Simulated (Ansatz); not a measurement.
**CH₅NSe (SMILES NC[SeH]): functionals against CCSD(T) at one geometry**

Aim: energy, forces and dipole at a structure displaced at random from a GFN2-xTB minimum, from CCSD(T) and from density functionals.

Method: single points in def2-TZVPP; program: Ansatz 0.2.0, Gaussian basis.

Cores are frozen in the correlated methods. Filled d shells of the heavier atoms are correlated.

## 1. Starting geometry

SMILES `NC[SeH]`, 8 atoms, charge 0, spin multiplicity 1.

Atoms are counted from 1 here; the program's logs count them from 0.

Bond lengths: N1–C2 1.415 Å, N1–H4 1.016 Å, N1–H5 1.018 Å, C2–Se3 2.000 Å, C2–H6 1.087 Å, C2–H7 1.137 Å, Se3–H8 1.438 Å. Angles: C2–N1–H4 111.2°, C2–N1–H5 111.7°, H4–N1–H5 110.2°, N1–C2–Se3 109.4°, N1–C2–H6 110.8°, N1–C2–H7 117.3°, Se3–C2–H6 106.9°, Se3–C2–H7 102.3°, H6–C2–H7 109.3°, C2–Se3–H8 93.0°.

As a file:

```
atom     x (Å)     y (Å)     z (Å)
  N1  -0.70930   0.30500  -0.65070
  C2   0.38340   0.33140   0.24820
 Se3   0.94540  -1.54210   0.66480
  H4  -0.40130   0.09800  -1.59640
  H5  -1.23200   1.17800  -0.63390
  H6   0.09740   0.79290   1.19010
  H7   1.35180   0.79910  -0.12060
  H8  -0.40090  -1.96410   0.94380
```

## 2. CCSD(T)/def2-TZVPP

Input file run/in.yaml:

```yaml
crystal:
  periodic: [false, false, false]
  atoms:
    - {symbol: N, position_ang: [-0.709300, 0.305000, -0.650700]}
    - {symbol: C, position_ang: [0.383400, 0.331400, 0.248200]}
    - {symbol: Se, position_ang: [0.945400, -1.542100, 0.664800]}
    - {symbol: H, position_ang: [-0.401300, 0.098000, -1.596400]}
    - {symbol: H, position_ang: [-1.232000, 1.178000, -0.633900]}
    - {symbol: H, position_ang: [0.097400, 0.792900, 1.190100]}
    - {symbol: H, position_ang: [1.351800, 0.799100, -0.120600]}
    - {symbol: H, position_ang: [-0.400900, -1.964100, 0.943800]}
basis:
  gaussian: {orbitals: def2-TZVPP}
correlation: {method: ccsd_t}
output: {forces: true}
```

The command line of these runs was not kept.

## 3. PBE0-D4/def2-TZVPP

Changes to run/in.yaml since step 2:

```diff
@@ -13,3 +13,3 @@
   gaussian: {orbitals: def2-TZVPP}
-correlation: {method: ccsd_t}
-output: {forces: true}
+hamiltonian: {xc: pbe0, dispersion: d4}
+output: {forces: true, orbitals: {seedname: orbitals}}
```

## 4. wB97M-V/def2-TZVPP

Changes to run/in.yaml since step 3:

```diff
@@ -13,3 +13,3 @@
   gaussian: {orbitals: def2-TZVPP}
-hamiltonian: {xc: pbe0, dispersion: d4}
-output: {forces: true, orbitals: {seedname: orbitals}}
+hamiltonian: {xc: {name: wB97M-V}}
+output: {forces: true}
```

## 5. r2SCAN-D4/def2-TZVPP

Changes to run/in.yaml since step 4:

```diff
@@ -13,3 +13,3 @@
   gaussian: {orbitals: def2-TZVPP}
-hamiltonian: {xc: {name: wB97M-V}}
+hamiltonian: {xc: r2scan, dispersion: d4}
 output: {forces: true}
```

## 6. PBE-D4/def2-TZVPP

Changes to run/in.yaml since step 5:

```diff
@@ -13,3 +13,3 @@
   gaussian: {orbitals: def2-TZVPP}
-hamiltonian: {xc: r2scan, dispersion: d4}
+hamiltonian: {xc: pbe, dispersion: d4}
 output: {forces: true}
```

## 7. revPBE-D4/def2-TZVPP

Changes to run/in.yaml since step 6:

```diff
@@ -13,3 +13,3 @@
   gaussian: {orbitals: def2-TZVPP}
-hamiltonian: {xc: pbe, dispersion: d4}
+hamiltonian: {xc: {name: revPBE}, dispersion: d4}
 output: {forces: true}
```

## 8. r2SCAN0-D4/def2-TZVPP

Changes to run/in.yaml since step 7:

```diff
@@ -13,3 +13,3 @@
   gaussian: {orbitals: def2-TZVPP}
-hamiltonian: {xc: {name: revPBE}, dispersion: d4}
+hamiltonian: {xc: {name: r2SCAN0}, dispersion: d4}
 output: {forces: true}
```

(Steps that only read results are left out.)

What does the calculation give? Wanted: energy less free atoms, CCSD(T)/def2-TZVPP; RMS force component; RMS force error; HOMO and LUMO, PBE0-D4; T1 diagnostic.

**Answer**, as computed:

| quantity | value |
| --- | --- |
| energy less free atoms, CCSD(T)/def2-TZVPP | -26.179 eV |
| RMS force component | 0.458 to 0.546 eV/Å over the methods |
| RMS force error | PBE0-D4 0.158, wB97M-V 0.072, r2SCAN-D4 0.146, PBE-D4 0.253, revPBE-D4 0.245, r2SCAN0-D4 0.169 eV/Å |
| HOMO and LUMO, PBE0-D4 | -6.35 and 0.21 eV |
| T1 diagnostic | 0.009 |

Against CCSD(T) the functionals' energies less atoms differ by -1.415 to -0.245 eV, PBE-D4 by -1.415 eV. CCSD(T) in triple zeta still lacks some correlation energy of the bonds, so part of these gaps is its own basis error and they don't rank the functionals. For forces wB97M-V does best and PBE-D4 worst. Frozen-core CCSD(T) forces in triple zeta carry basis errors of their own, and this is one geometry, so small gaps rank nothing.
